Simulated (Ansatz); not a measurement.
**Li+ with N2: structure and interaction energy**

The task here is to estimate one member of a computed series from the others.

The runs use Ansatz 0.2.0, Gaussian basis; PBE0-D4 structure, single points in def2-TZVPPD.

Levels: PBE-D4, revPBE-D4, BLYP-D4, r2SCAN-D4, B97M-V, PBE0-D4, B3LYP-D4, HSE06-D4, wB97X-V, wB97M-V, B2PLYP, Hartree-Fock, MP2, CCSD, CCSD(T). The reference is CCSD(T) extrapolated to the basis limit.

Correlated methods freeze the cores. The outer core shell of Li, Na, Mg and K is correlated. B3LYP uses VWN-RPA correlation. B2PLYP carries no dispersion term here.

163 further runs of the same task are left out: 163 set aside as unsound or not needed.

### Starting geometry

The pair, from a GFN2-xTB docking trial: 3 atoms, charge 1, spin multiplicity 1.

Atoms are counted from 1 here; the program's logs count them from 0.

Bond lengths: Li1–N3 1.990 Å, N2–N3 1.089 Å. Angles: Li1–N3–N2 179.7°.

As a file:

| atom | x (Å) | y (Å) | z (Å) |
| --- | --- | --- | --- |
| Li1 | -0.1370 | 0.0303 | -1.6835 |
| N2 | 0.1149 | -0.0254 | 1.3839 |
| N3 | 0.0221 | -0.0049 | 0.2995 |

Atoms 1 to 1 are fragment A (Li+), the rest fragment B (N2).

Set-up of the first run:

Input file pre/in.yaml:

```yaml
crystal:
  periodic: [false, false, false]
  atoms:
    - {symbol: Li, position_ang: [-0.137000, 0.030300, -1.683500]}
    - {symbol: N, position_ang: [0.114900, -0.025400, 1.383900]}
    - {symbol: N, position_ang: [0.022100, -0.004900, 0.299500]}
basis:
  gaussian: {orbitals: def2-SVP}
total_charge: 1
hamiltonian: {xc: pbe, dispersion: d4}
relax: {f_tol: 0.03, max_steps: 250}
```

On the command line:

```
$ ansatz run in.yaml --threads 2 --pin off --events-out ev --progress --plain --max-ram 5222MiB
```

Among the steps run: A first relaxation in a small basis; Relaxation at PBE0-D4; wB97X-V/def2-TZVPPD; wB97M-V/def2-TZVPPD; B2PLYP/def2-TZVPPD; B97M-V/def2-TZVPPD; CCSD(T)/def2-TZVPPD; CCSD(T)/def2-QZVPPD; Hartree-Fock/STO-3G; SPW92/def2-SVP; wB97M-V/def2-SVP; CCSD(T)/def2-SVP; Vibrations of the pair.

One of the session's tables, all rows but one given; the rest of the session is left out.

| method | interaction (meV) |
| --- | --- |
| PBE-D4 | -603 |
| revPBE-D4 | -591 |
| BLYP-D4 | -615 |
| r2SCAN-D4 | -524 |
| B97M-V | -568 |
| PBE0-D4 | -585 |
| B3LYP-D4 | -606 |
| HSE06-D4 | -585 |
| wB97X-V | -560 |
| wB97M-V | -560 |
| B2PLYP | -580 |
| Hartree-Fock | -514 |
| MP2 | -538 |
| CCSD | -539 |
| CCSD(T) | ? |
| CCSD(T)/CBS | -555 |

**Question.** Estimate the row for CCSD(T).

As computed: interaction (meV): -541. In the column «interaction (meV)» it lies between CCSD(T)/CBS (-555) and CCSD (-539).

Among the levels timed on like hardware, those that no quicker one beats, quickest first: PBE0-D4 (1.2 s, -30 meV); HSE06-D4 (1.5 s, -30 meV); CCSD(T) (2.1 s, +14 meV); B97M-V (4 s, -13 meV); wB97X-V (4.5 s, -5 meV); wB97M-V (4.8 s, -5 meV).

For cost: wB97M-V gets within 5 meV in 4.8 s; the quickest level in the cost chart, PBE0-D4, takes 1.2 s and misses by 30 meV.

Caveats from the session: A lower arrangement may exist.
